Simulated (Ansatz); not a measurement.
Here is an Ansatz input file for K2NbTlF6, space group Fm-3m. Write the same calculation for the Python package.

```yaml
crystal:
  lattice:
    - [0.0, 4.738606, 4.738606]
    - [4.738606, 0.0, 4.738606]
    - [4.738606, 4.738606, 0.0]
  atoms:
    - { symbol: K, position: [0.75, 0.75, 0.75] }
    - { symbol: K, position: [0.25, 0.25, 0.25] }
    - { symbol: Nb, position: [0.0, 0.0, 0.0] }
    - { symbol: Tl, position: [0.5, 0.5, 0.5] }
    - { symbol: F, position: [0.778103, 0.221897, 0.221897] }
    - { symbol: F, position: [0.221897, 0.221897, 0.778103] }
    - { symbol: F, position: [0.221897, 0.778103, 0.778103] }
    - { symbol: F, position: [0.221897, 0.778103, 0.221897] }
    - { symbol: F, position: [0.778103, 0.221897, 0.778103] }
    - { symbol: F, position: [0.778103, 0.778103, 0.221897] }
basis:
  ecutwfc: 557.8334180428
kpoints:
  mp_grid: { grid: [4, 4, 4] }
hamiltonian:
  xc: pbe
scf:
  occupations: { method: cold, width: 0.1 }
output:
  xc_energy_on_converged_density: [pbesol, lda, pbe]
  stress: true
```

Launched from the shell:
```console
$ ansatz run input.yaml --threads 1 --pin off --max-ram 3072MiB --backend cpu --events-out ev --progress --plain --runs-dir out
Engine: ansatz 0.2.0, x86_64-unknown-linux-gnu
Pseudopotentials: kind: paw
Pseudopotential: K, paw, valence charge 9, recommended cutoff 420 eV (normal), K.paw.azcp
Pseudopotential: Nb, paw, valence charge 13, recommended cutoff 420 eV (normal), Nb.paw.azcp
Pseudopotential: Tl, paw, valence charge 13, recommended cutoff 420 eV (normal), Tl.paw.azcp
Pseudopotential: F, paw, valence charge 7, recommended cutoff 420 eV (normal), F.paw.azcp
Functional definition: PBE
  parameter kappa = 0.804
  parameter beta = 0.06672455060314922
  exchange = pbe_x(kappa = kappa, mu = beta*pi^2/3)
  correlation = pbe_c(beta = beta)
Crystal: 10 atoms, lattice volume = 212.805 Å³
Basis set: ecut = 557.8334180428 eV, 6375 PW (Γ)
Bands: 53, of which v1, the nominal top of the filled ones, is band 43 counted from 1 (42 counted from 0)
Symmetry: 48 space group operations
Space group: Fm-3m (ITA 225), of the structure as read, at distance tolerance 6.0e-5 Å
k-points: 8 of 64
Non-local potential: K, projectors of the file, l = 0: 3, l = 1: 2, l = 2: 2
Non-local potential: Nb, projectors of the file, l = 0: 3, l = 1: 2, l = 2: 2, l = 3: 1
Non-local potential: Tl, projectors of the file, l = 0: 2, l = 1: 2, l = 2: 2, l = 3: 1
Non-local potential: F, projectors of the file, l = 0: 2, l = 1: 2, l = 2: 1
PAW form: soft (Blöchl's): semilocal exchange-correlation on the pseudo side does not see the compensation charge
PAW one-centre angular grid: K, 110 points (default); XC on 64 Gauss nodes
PAW one-centre angular grid: Nb, 590 points (default); XC on 64 Gauss nodes
PAW one-centre angular grid: Tl, 590 points (default); XC on 64 Gauss nodes
PAW one-centre angular grid: F, 110 points (default); XC on 64 Gauss nodes
Initial density: superposition of atomic densities (neutral atoms: chi_scale 0, normalization atom), corrected by the library's trained network
Initial wavefunctions: pseudopotential atomic-orbital guess
Functional: x = pbe(κ = 0.804, μ = 0.2195149727645171), c = pbe(β = 0.06672455060314922)
Listed functional: x = pbesol(κ = 0.804, μ = 0.12345679012345678), c = pbesol(β = 0.046)
Listed functional: x = slater, c = lda
Listed functional: x = pbe(κ = 0.804, μ = 0.2195149727645171), c = pbe(β = 0.06672455060314922)
SCF iter   1: F=—  HF=-23929.692437 eV  |F-HF|=—  |Δ(HF+E_count)|=         —  Δρ=3.77e-3  dr2=5.64e-2  ethr=1.77e-3  ⟨swp⟩=8.4  Hψ=1702  notcnv=0
preconditioner: auto → LDOS  [metal: Δε(μ)=0.009 eV  Ē_g=11.508 eV  σ=0.100 eV  W_gap=0.06  n_scr=58 (ndim 8)  ℏωp=20.0 eV  f_vac=0.193  D(μ)=33.57/eV (n_scr^D=536)  β→1.0]
SCF iter   2: F=—  HF=-23929.694460 eV  |F-HF|=—  |Δ(HF+E_count)|=   2.02e-3  S|Δr|=    0.00e0  Δρ=3.17e-3  dr2=4.47e-2  ethr=6.56e-5  ⟨swp⟩=2.1  Hψ=646  notcnv=0
SCF iter   3: F=—  HF=-23929.693127 eV  |F-HF|=—  |Δ(HF+E_count)|=   1.33e-3  S|Δr|=    0.00e0  Δρ=2.74e-3  dr2=3.57e-2  ethr=5.20e-5  ⟨swp⟩=1.0  Hψ=396  notcnv=0
SCF iter   4: F=—  HF=-23929.689353 eV  |F-HF|=—  |Δ(HF+E_count)|=   3.77e-3  S|Δr|=    0.00e0  Δρ=2.38e-3  dr2=1.75e-2  ethr=4.15e-5  ⟨swp⟩=1.6  Hψ=406  notcnv=0
SCF iter   5: F=—  HF=-23929.686410 eV  |F-HF|=—  |Δ(HF+E_count)|=   2.94e-3  S|Δr|=    0.00e0  Δρ=8.02e-4  dr2=1.85e-3  ethr=2.04e-5  ⟨swp⟩=1.9  Hψ=540  notcnv=0
SCF iter   6: F=—  HF=-23929.686578 eV  |F-HF|=—  |Δ(HF+E_count)|=   1.68e-4  S|Δr|=    0.00e0  Δρ=2.19e-4  dr2=8.21e-5  ethr=2.15e-6  ⟨swp⟩=2.0  Hψ=566  notcnv=0
SCF iter   7: F=—  HF=-23929.686493 eV  |F-HF|=—  |Δ(HF+E_count)|=   8.50e-5  S|Δr|=    0.00e0  Δρ=7.09e-5  dr2=1.14e-5  ethr=9.55e-8  ⟨swp⟩=2.1  Hψ=631  notcnv=0  defer=19
SCF iter   8: F=—  HF=-23929.686493 eV  |F-HF|=—  |Δ(HF+E_count)|=   1.98e-7  S|Δr|=    0.00e0  Δρ=2.14e-5  dr2=1.25e-6  ethr=1.32e-8  ⟨swp⟩=2.0  Hψ=602  notcnv=0  defer=19
SCF iter   9: F=—  HF=-23929.686494 eV  |F-HF|=—  |Δ(HF+E_count)|=   3.32e-7  S|Δr|=    0.00e0  Δρ=1.06e-5  dr2=3.95e-7  ethr=1.45e-9  ⟨swp⟩=2.0  Hψ=607  notcnv=0  defer=19
SCF iter  10: F=-23929.686493 eV  HF=-23929.686493 eV  |F-HF|=7.59e-9  |Δ(HF+E_count)|=   5.71e-8  S|Δr|=    0.00e0  Δρ=2.57e-6  dr2=2.12e-8  ethr=1.16e-10  ⟨swp⟩=3.0  Hψ=1429  notcnv=0
SCF 1 converged in 10 iterations: F = -23929.686493 eV  dr2 = 2.12e-8
  greatest PAW one-centre occupation: 0.998 electrons in one spin orbital (limit 2), on the Nb atom at site 2 (counted from 0), in its partial waves of l = 0
SCF converged after 10 iterations
Stability not checked: this state was not tested for a lower state beside it, because cold or Methfessel-Paxton smearing, or corrected tetrahedra, fill the levels in a way that the test cannot read (fill_not_monotonic; see scf.lower_state_search)
Free energy (F): -23929.686493 eV
Harris-Foulkes:  -23929.686493 eV  (|F-HF|=7.59e-9)
Internal energy: -23929.606650 eV  (E = F + TS)
E sigma→0 (E₀):  -23929.659879 eV
Entropy (-TS):   -0.079844 eV (-7.984 meV/atom)
Fermi energy:    6.970194 eV
--- Per-component energies (eV) ---
  E_band       = -748.791433
  E_kinetic    = 2465.166764
  E_local      = -7921.019216  (includes V_loc(G=0)·N_el)
  E_nonlocal   = 904.653417
  E_hartree    = 2963.061353
  E_xc         = -1153.720000
  E_vxc        = -1295.402459  (∫ρ·V_xc dr)
  E_paw        = -16000.583185  (= ΣΔE_a)
  E_vpaw       = -828.320045  (= ΣTr[D̂ρ^β])
  E_aug_tail   = 0.002582  (compensation charges beyond the density's cutoff)
  E_ewald      = -5187.168363
  E_smearing   = -0.079844  (= −TS)
  E_closure    = -0.000000  (closes the sum)
  Σ components = -23929.686493   (vs F -23929.686493, Δ=0.00e0)
--- Stress (GPa, compression-positive) ---
       -1.163799      -0.000000      -0.000000
        0.000000      -1.163799       0.000000
        0.000000       0.000000      -1.163799
  P = ⅓ Tr σ = -1.1638 GPa (-11.638 kbar)
--- E_xc of listed functionals on the converged density (eV per cell; not total energies) ---
  on the closing iteration's output density plus the core of the run's pseudopotentials (for a meta-GGA, its output tau too, plus the cores' where a run under it adds that), as the run's own E_xc is; on PAW an entry holds the one-centre parts besides; self-consistent for pbe alone
  E_xc = -16817.841884  pbesol
  E_xc = -16535.750545  lda
  E_xc = -17114.824533  pbe
```

Script `k2nbtlf6.py`:
```python
import ansatz as az
import numpy as np

lattice = az.Lattice.of(
    [0.0, 4.738606, 4.738606],
    [4.738606, 0.0, 4.738606],
    [4.738606, 4.738606, 0.0],
)
sites = [
    ("K", [0.75, 0.75, 0.75]),
    ("K", [0.25, 0.25, 0.25]),
    ("Nb", [0.0, 0.0, 0.0]),
    ("Tl", [0.5, 0.5, 0.5]),
    ("F", [0.778103, 0.221897, 0.221897]),
    ("F", [0.221897, 0.221897, 0.778103]),
    ("F", [0.221897, 0.778103, 0.778103]),
    ("F", [0.221897, 0.778103, 0.221897]),
    ("F", [0.778103, 0.221897, 0.778103]),
    ("F", [0.778103, 0.778103, 0.221897]),
]
cell = az.Crystal(lattice=lattice)
for symbol, position in sites:
    cell = cell.atom(symbol, position)

calc = (
    cell.calculation()
    .occupations(az.OccupationsMethod.COLD, width=0.1)
    .kpoints(4, 4, 4)
    .functional(az.Functional.PBE)
    .basis(41 * az.Ry)
    .xc_energy_on_converged_density(["pbesol", "lda", "pbe"])
    .stress()
)
outcome = calc.run(threads=1, pin="off")
rep = outcome.report

n_atoms = len(rep["lattice"]["sites"])
print("F =", round(rep["free_energy_ev"], 4), "eV for", n_atoms, "atoms")
print("E(sigma -> 0) =", round(rep["energy_sigma0_ev"], 4), "eV, TS =", round(rep["entropy_ts_ev"], 5), "eV")
print("closed by", rep["closed_by"], "after", rep["n_iterations"], "iterations")

for entry in rep.get("xc_energy_on_converged_density", []):
    print(entry["functional"], {k: round(v, 3) for k, v in entry.items() if isinstance(v, float)})

sigma = rep["stress_gpa"]
voigt = [sigma[0][0], sigma[1][1], sigma[2][2], sigma[1][2], sigma[0][2], sigma[0][1]]
print("stress xx yy zz yz xz xy (GPa):", " ".join(f"{s:.3f}" for s in voigt))
print("P =", round(10 * float(np.mean(voigt[:3])), 2), "kbar")
```

```console
$ python k2nbtlf6.py
F = -23929.6865 eV for 10 atoms
E(sigma -> 0) = -23929.6599 eV, TS = 0.07984 eV
closed by deck_thresholds after 10 iterations
pbesol {'e_xc_with_core_ev': -16817.842, 'free_energy_ev': -23632.706}
lda {'e_xc_with_core_ev': -16535.751, 'free_energy_ev': -23350.614}
pbe {'e_xc_with_core_ev': -17114.825, 'free_energy_ev': -23929.686}
stress xx yy zz yz xz xy (GPa): -1.164 -1.164 -1.164 0.000 0.000 -0.000
P = -11.64 kbar
```

Absolute energies stand on the zero of these potentials, so only differences at equal settings mean something. A total without «per atom» is that of the cell as typed. The run is spin-unpolarised. The mesh is modest for a metal, so energies can be off by several to tens of meV an atom and pressures by half a GPa or more; differences at equal mesh fare better. Spin-orbit coupling, which matters for elements this heavy, is left out. This cell is a computed structure, which may not be the phase found in nature. Cost: about 6 core-seconds.

(Lines on the test bed's own set-up are left out of the output.)
